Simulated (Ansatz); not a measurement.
## Al, space group P6_3/mmc: a phonon calculation by linear response

Computed with Ansatz 0.2.0 through its Python package.

`dfpt.py`:
```python
'''Zone-centre and zone-boundary phonons of Al by linear response.'''

from pathlib import Path
import warnings

import ansatz as az
import numpy as np

warnings.simplefilter('ignore', az.DeckWarning)

system = (
    az.Lattice.of((2.82707702, 0.0, 0.0), (-1.41353851, 2.44832052, 0.0), (0.0, 0.0, 9.18599307))
    .atom('Al', (0.0, 0.0, 0.0))
    .atom('Al', (1 / 3, 2 / 3, 0.25))
    .atom('Al', (0.0, 0.0, 0.5))
    .atom('Al', (2 / 3, 1 / 3, 0.75))
)

job = (
    system.calculation()
    .functional('lda')
    .occupations('Marzari-Vanderbilt', width=0.1)
    .scf(tolerance=1e-09)
    .kpoints(12, 12, 4)
    .phonons('dfpt', points=[(0, 0, 0), (0, 0, 0.5), (0.5, 0.5, 0)])
)
outcome = job.run(runs_dir='runs')
ph = outcome.phonons

for q in ph.qpoints:
    print('q =', np.round(q.q_frac, 3), '1/cm:', ' '.join(f'{w:.1f}' for w in q.omega_inv_cm))
```

```console
$ python dfpt.py
q = [0. 0. 0.] 1/cm: -0.0 0.0 0.0 85.2 85.2 115.3 115.3 149.5 149.5 236.2 238.6 307.2
q = [0.  0.  0.5] 1/cm: 50.1 50.1 50.1 50.1 113.3 113.3 134.6 134.6 134.6 134.6 269.2 269.2
q = [0.5 0.5 0. ] 1/cm: 135.0 157.0 167.9 174.7 179.8 185.1 224.9 227.7 285.5 292.9 327.2 328.0
```

Notes:
- The cell isn't relaxed first, so the values belong to this volume.
- This isn't the structure that Al takes at ambient conditions.
- The structure is taken as given; imaginary modes can come from an unrelaxed or unstable start. Phonons of metals also depend on mesh and smearing.
- Hardware and time: 91 s on 1 thread of Arm Neoverse V2, with other jobs on the host, peak memory 0.84 GiB.
